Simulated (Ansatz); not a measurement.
**BFH₄Sn (SMILES F[BH][SnH3]): functionals against CCSD(T) at one geometry**

A test off equilibrium: a structure displaced at random from a GFN2-xTB minimum is computed at several levels, and each is set against CCSD(T).

Computed with Ansatz 0.2.0, Gaussian basis. Level: single points in def2-TZVPP.

Cores are frozen in the correlated methods. Filled d shells of the heavier atoms are correlated. Core potentials replace the inner electrons past krypton, and spin-orbit coupling is left out.

**1. The system as given**

SMILES `F[BH][SnH3]`, 7 atoms, charge 0, spin multiplicity 1.

Atoms are counted from 1 here; the program's logs count them from 0.

Bond lengths: F1–B2 1.366 Å, B2–Sn3 2.238 Å, B2–H4 1.122 Å, Sn3–H5 1.675 Å, Sn3–H6 1.636 Å, Sn3–H7 1.792 Å. Angles: F1–B2–Sn3 119.3°, F1–B2–H4 114.0°, Sn3–B2–H4 126.2°, B2–Sn3–H5 116.0°, B2–Sn3–H6 111.5°, B2–Sn3–H7 115.0°, H5–Sn3–H6 110.9°, H5–Sn3–H7 99.1°, H6–Sn3–H7 102.9°.

As a file:

```tsv
atom	x (Å)	y (Å)	z (Å)
F1	-0.0288	-2.3082	-0.3860
B2	-0.4378	-1.2582	0.3861
Sn3	0.1229	0.8247	-0.2108
H4	-0.9363	-1.5623	1.3447
H5	-0.4895	1.3597	-1.6747
H6	-0.1955	1.8966	0.9828
H7	1.8692	1.0792	-0.5238
```

**2. CCSD(T)/def2-TZVPP**

run/in.yaml

```yaml
crystal:
  periodic: [false, false, false]
  atoms:
    - {symbol: F, position_ang: [-0.028800, -2.308200, -0.386000]}
    - {symbol: B, position_ang: [-0.437800, -1.258200, 0.386100]}
    - {symbol: Sn, position_ang: [0.122900, 0.824700, -0.210800]}
    - {symbol: H, position_ang: [-0.936300, -1.562300, 1.344700]}
    - {symbol: H, position_ang: [-0.489500, 1.359700, -1.674700]}
    - {symbol: H, position_ang: [-0.195500, 1.896600, 0.982800]}
    - {symbol: H, position_ang: [1.869200, 1.079200, -0.523800]}
basis:
  gaussian: {orbitals: def2-TZVPP}
correlation: {method: ccsd_t}
output: {forces: true}
```

The command line of these runs was not kept.

**3. PBE0-D4/def2-TZVPP**

run/in.yaml, as its differences from that of step 2:

```diff
@@ -12,3 +12,3 @@
   gaussian: {orbitals: def2-TZVPP}
-correlation: {method: ccsd_t}
-output: {forces: true}
+hamiltonian: {xc: pbe0, dispersion: d4}
+output: {forces: true, orbitals: {seedname: orbitals}}
```

**4. wB97M-V/def2-TZVPP**

run/in.yaml, as its differences from that of step 3:

```diff
@@ -12,3 +12,3 @@
   gaussian: {orbitals: def2-TZVPP}
-hamiltonian: {xc: pbe0, dispersion: d4}
-output: {forces: true, orbitals: {seedname: orbitals}}
+hamiltonian: {xc: {name: wB97M-V}}
+output: {forces: true}
```

**5. r2SCAN-D4/def2-TZVPP**

run/in.yaml, as its differences from that of step 4:

```diff
@@ -12,3 +12,3 @@
   gaussian: {orbitals: def2-TZVPP}
-hamiltonian: {xc: {name: wB97M-V}}
+hamiltonian: {xc: r2scan, dispersion: d4}
 output: {forces: true}
```

**6. PBE-D4/def2-TZVPP**

run/in.yaml, as its differences from that of step 5:

```diff
@@ -12,3 +12,3 @@
   gaussian: {orbitals: def2-TZVPP}
-hamiltonian: {xc: r2scan, dispersion: d4}
+hamiltonian: {xc: pbe, dispersion: d4}
 output: {forces: true}
```

**7. BHLYP-D4/def2-TZVPP**

run/in.yaml, as its differences from that of step 6:

```diff
@@ -12,3 +12,3 @@
   gaussian: {orbitals: def2-TZVPP}
-hamiltonian: {xc: pbe, dispersion: d4}
+hamiltonian: {xc: {name: BHLYP}, dispersion: d4}
 output: {forces: true}
```

**8. LC-wPBE/def2-TZVPP**

run/in.yaml, as its differences from that of step 7:

```diff
@@ -12,3 +12,3 @@
   gaussian: {orbitals: def2-TZVPP}
-hamiltonian: {xc: {name: BHLYP}, dispersion: d4}
+hamiltonian: {xc: {name: LC-wPBE}}
 output: {forces: true}
```

(Steps that only read results are left out.)

Before running it: what results should come out? Wanted: energy less free atoms, CCSD(T)/def2-TZVPP; RMS force component; RMS force error; HOMO and LUMO, PBE0-D4; T1 diagnostic.

The runs gave:

| quantity | value |
| --- | --- |
| energy less free atoms, CCSD(T)/def2-TZVPP | -1980.5 kJ/mol |
| RMS force component | 0.988 to 1.078 eV/Å over the methods |
| RMS force error | PBE0-D4 0.107, wB97M-V 0.039, r2SCAN-D4 0.070, PBE-D4 0.163, BHLYP-D4 0.187, LC-wPBE 0.058 eV/Å |
| HOMO and LUMO, PBE0-D4 | -8.19 and -2.14 eV |
| T1 diagnostic | 0.015 |

**Reading.** Against CCSD(T) the functionals' energies less atoms differ by -40.9 to +11.3 kJ/mol, PBE-D4 by -40.9 kJ/mol. The reference is not at the basis limit: in triple zeta CCSD(T) underbinds, which counts against methods that bind more; the gaps are no ranking. On forces the order runs from wB97M-V to BHLYP-D4. Frozen-core CCSD(T) forces in triple zeta carry basis errors of their own, and this is one geometry, so small gaps rank nothing.
